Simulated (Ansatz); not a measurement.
**C₂F₂N₂Si: one species, many methods**

The task here is to estimate one member of a computed series from the others.

The runs use Ansatz 0.2.0, Gaussian basis; functionals in def2-TZVPP, the program's frozen cores in correlated methods.

Levels to be run: LDA (SPW92), PBE-D4, revPBE-D4, BLYP-D4, r2SCAN-D4, B97M-V, PBE0-D4, B3LYP-D4, r2SCANh-D4, r2SCAN0-D4, HSE06-D4, BHLYP-D4, CAM-B3LYP-D4, LC-ωPBE, ωB97X-V, ωB97M-V, B2PLYP, PBE-QIDH; CCSD(T)/def2-SVP; CCSD(T)/def2-TZVPP; MP2/def2-QZVPP; extrapolation to the limit; RPA on PBE.

### The relaxed structure

The geometry comes from an earlier relaxation with PBE0-D4 in a triple-zeta def2 set; it is a stationary point, not always the lowest conformer.

SMILES `N#C[Si](F)(F)C#N`, 7 atoms, charge 0, spin multiplicity 1.

Atoms are counted from 1 here; the program's logs count them from 0.

Bond lengths: N1–C2 1.151 Å, C2–Si3 1.822 Å, Si3–F4 1.564 Å, Si3–F5 1.564 Å, Si3–C6 1.822 Å, C6–N7 1.151 Å. Angles: N1–C2–Si3 179.1°, C2–Si3–F4 109.2°, C2–Si3–F5 109.1°, C2–Si3–C6 110.0°, F4–Si3–F5 110.2°, F4–Si3–C6 109.2°, F5–Si3–C6 109.2°, Si3–C6–N7 179.1°.

Geometry (Å):

```
N     0.55865   -2.11723    1.58715
C     0.27436   -1.35483    0.77371
Si   -0.16961   -0.12624   -0.49709
F    -1.67415   -0.30745   -0.88310
F     0.73934   -0.33522   -1.75234
C     0.08363    1.55828    0.15081
N     0.24908    2.61480    0.57526
```

Set-up of the first run:

File in.yaml:

```yaml
crystal:
  periodic: [false, false, false]
  atoms:
    - {symbol: N, position_ang: [0.558654, -2.117235, 1.587150]}
    - {symbol: C, position_ang: [0.274355, -1.354832, 0.773711]}
    - {symbol: Si, position_ang: [-0.169606, -0.126239, -0.497089]}
    - {symbol: F, position_ang: [-1.674153, -0.307453, -0.883098]}
    - {symbol: F, position_ang: [0.739337, -0.335218, -1.752339]}
    - {symbol: C, position_ang: [0.083633, 1.558277, 0.150809]}
    - {symbol: N, position_ang: [0.249081, 2.614800, 0.575256]}
basis:
  gaussian: {orbitals: def2-TZVPP}
hamiltonian: {xc: lda}
output: {orbitals: {seedname: orbitals}}
```

Launch:

```bash
ansatz run in.yaml --threads 4 --pin off --events-out ev --progress --plain --max-ram 10444MiB
```

Among the steps run: LDA; PBE-D4 (GGA); revPBE-D4 (GGA); BLYP-D4 (GGA); r2SCAN-D4 (meta-GGA); B97M-V (meta-GGA); B3LYP-D4 (hybrid); r2SCANh-D4 (hybrid); r2SCAN0-D4 (hybrid); HSE06-D4 (hybrid); BHLYP-D4 (hybrid); CAM-B3LYP-D4 (range-separated); LC-ωPBE (range-separated); ωB97X-V (range-separated); ωB97M-V (range-separated); B2PLYP (double hybrid); PBE-QIDH (double hybrid).

One table of the session follows, with a row left open; its other results are not shown here.

| functional | HOMO (eV) | LUMO (eV) | gap (eV) |
| --- | --- | --- | --- |
| LDA (SPW92) | -9.64 | -3.70 | 5.94 |
| PBE-D4 | -9.48 | -3.39 | 6.09 |
| revPBE-D4 | ? | ? | ? |
| BLYP-D4 | -9.39 | -3.23 | 6.15 |
| r2SCAN-D4 | -9.91 | -3.24 | 6.67 |
| B97M-V | -9.88 | -3.13 | 6.75 |
| PBE0-D4 | -11.03 | -2.45 | 8.57 |
| B3LYP-D4 | -10.74 | -2.66 | 8.08 |
| r2SCANh-D4 | -10.46 | -2.89 | 7.56 |
| r2SCAN0-D4 | -11.24 | -2.37 | 8.87 |
| HSE06-D4 | -10.62 | -2.83 | 7.78 |
| BHLYP-D4 | -12.25 | -1.39 | 10.86 |
| CAM-B3LYP-D4 | -12.46 | -1.30 | 11.16 |
| LC-ωPBE | -13.97 | -0.11 | 13.86 |
| ωB97X-V | -13.48 | -0.18 | 13.30 |
| ωB97M-V | -13.35 | -0.27 | 13.08 |

**Question.** Estimate the row for revPBE-D4.

The run gave: HOMO (eV): -9.41; LUMO (eV): -3.27; gap (eV): 6.14. In the column «HOMO (eV)» it lies between PBE-D4 (-9.48) and BLYP-D4 (-9.39).
